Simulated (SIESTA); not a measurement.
**NaLaMnMoO6 in SIESTA: the effect of Hubbard term**

The system is NaLaMnMoO6.

```
Na La Mn Mo O
1.0
     5.55735    0.00000    0.00053
     0.00000    5.59794    0.00000
    -0.06290    0.00000    8.02462
Na La Mn Mo O
2 2 2 2 12
Cartesian
  4.1371 2.8870 4.0066
  1.3574 0.0880 4.0185
  1.3662 5.3682 8.0197
  4.1282 2.5692 0.0054
  1.3603 2.7297 2.0550
  4.1342 5.5286 5.9702
  4.1820 5.5792 2.1743
  1.3124 2.7803 5.8509
  3.7112 5.4765 3.9373
  0.1716 4.5353 2.2249
  5.1703 1.6184 2.2495
  2.6448 1.1737 1.5989
  3.0125 4.1180 1.6116
  4.6099 0.1018 0.0319
  1.7833 2.6775 4.0878
  5.3228 1.7363 5.8002
  0.3241 4.4173 5.7757
  2.8496 3.9726 6.4262
  2.4819 1.3190 6.4136
  0.8845 2.9007 7.9933
```

The cell was built by a generator and needn't be a form met in nature.

Alike in all runs:

| Item | Value |
| --- | --- |
| Program | SIESTA 5.4.2 |
| Task | density of states |
| Functional | PBE |
| Potentials or basis | PseudoDojo 0.4 standard (PBE files) |
| Basis | DZP (energy shift 0.003 Ry; two zetas on semicore shells) |
| Grid cutoff | 800 Ry |
| Energy shift | 0.003 Ry |
| k mesh | 5 × 5 × 4 |
| Occupations | fermi-dirac, width 0.05 eV |
| Spin | collinear spin, ferromagnetic start |
| Starting moments | [0.0, 0.0, 0.0, 0.0, 4.0, 4.0, 1.0, 1.0, 0.0, 0.0, 0.0, 0.0, 0.0, 0.0, 0.0, 0.0, 0.0, 0.0, 0.0, 0.0] μB |
| Hubbard projector method | 1 |
| U from the first cycle | yes |
| broadening (eV) | 0.1 eV |
| window from (eV) | -25 eV |
| window to (eV) | 5 eV |

| Hubbard term | gap on the mesh (eV) | pressure (GPa) | largest force (eV/Å) |
| --- | --- | --- | --- |
| none | ? | ? | ? |
| Mn d U = 2 eV, Mo d U = 2 eV | 0.66 | 6.0 | 0.40 |
| Mn d U = 4 eV, Mo d U = 4 eV | 1.03 | 6.8 | 0.50 |
| Mn d U = 6 eV, Mo d U = 6 eV | 1.29 | 7.5 | 0.67 |

**Question.** What does the run with Hubbard term none give?

**Answer.** gap on the mesh 0.10 eV; pressure 5.2 GPa; largest force 0.75 eV/Å.

Worked out: A straight line through the other rows of the gap on the mesh, of slope 0.157 eV per eV, extrapolates to 0.36 eV, against the run's 0.10. A straight line through the other rows of the pressure, of slope 0.375 GPa per eV, extrapolates to 5.3 GPa, against the run's 5.2. A straight line through the other rows of the largest force, of slope 0.0675 eV/Å per eV, extrapolates to 0.25 eV/Å, against the run's 0.75.

Caveats: short orbitals over semicore shells can move pressures by several GPa; spin-orbit coupling is left out, which moves the levels of the heavy elements; an odd mesh through Γ misses points on the zone boundary, where band edges often lie; the basis of atomic orbitals isn't converged, which shifts pressures, moduli and gaps; only a ferromagnetic start was run, and an antiferromagnetic order may lie lower in energy.

A gap of «none» marks a metal or a gap under the smearing width.
